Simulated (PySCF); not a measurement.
# InS: bond curves at several levels of theory

One table from this session's results is given with a row withheld; the runs are named, their logs left out.

Method: In def2-SVP with ECP28, S def2-SVP, scalar-relativistic core potentials; program: PySCF 2.14.0.

The first run:

The job is set up so:

```
atoms                         : In, S
charge                        : 0
basis                         : In def2-SVP with ECP28, S def2-SVP
Hamiltonian                   : scalar-relativistic core potentials
basis functions               : 44
electrons treated             : 37
masses in u                   : 114.9039, 31.9721
levels                        : PBE0, PBE, r²SCAN, B2PLYP, BLYP, r²SCAN0, CAM-B3LYP, HF, MP2, SCS-MP2, CCSD, CCSD(T)
grid                          : 80 radial by 434 angular points
occupations                   : held fixed by the projection of orbital angular momentum
dissociation limit            : In + S, each in its ground configuration
starting distance in angstrom : 2.375
values of 2S to try           : 1, 3
```

Started as:

```console
> OMP_NUM_THREADS=1 python dia.py task.json out
```

Among the steps run: Input; PBE0 along the bond; Higher solutions at PBE0; PBE (GGA); r²SCAN; B2PLYP (double hybrid); BLYP; r²SCAN0; CAM-B3LYP (range-separated hybrid); UHF (mean field); Adding correlation.

One of the session's tables, all rows but one given; the rest of the session is left out.

Energy (eV) from each level's lowest point:

| R (Å) | UHF | UHF-MP2 | UHF-SCS-MP2 | UHF-CCSD | UHF-CCSD(T) |
| --- | --- | --- | --- | --- | --- |
| 1.979 | 1.243 | 0.988 | 1.044 | n/a | n/a |
| 2.071 | 0.587 | 0.358 | 0.399 | 0.528 | 0.524 |
| 2.163 | 0.228 | 0.064 | 0.085 | 0.170 | 0.163 |
| 2.232 | 0.086 | 0.000 | 0.001 | 0.042 | 0.037 |
| 2.301 | 0.016 | 0.020 | 0.000 | 0.000 | 0.000 |
| 2.370 | ? | ? | ? | ? | ? |
| 2.462 | 0.039 | 0.231 | 0.164 | 0.118 | 0.131 |
| 2.577 | 0.157 | 0.449 | 0.356 | 0.307 | 0.329 |
| 2.715 | 0.363 | 0.746 | 0.629 | 0.588 | 0.619 |
| 2.899 | 0.695 | 1.166 | 1.025 | n/a | n/a |

**Question.** Estimate the row for R (Å) = 2.370.

Worked estimate for «UHF». A straight line through the neighbours (2.301, 0.016) and (2.462, 0.039) gives 0.016 + (0.039 − 0.016) × (2.370 − 2.301) / (2.462 − 2.301) = 0.026; a parabola fitted to 4 rows on both sides gives 0.004.

**Answer.** UHF: 0.000; UHF-MP2: 0.091; UHF-SCS-MP2: 0.049; UHF-CCSD: 0.021; UHF-CCSD(T): 0.027. In «UHF» the line misses by +0.026 and the parabola by +0.004.
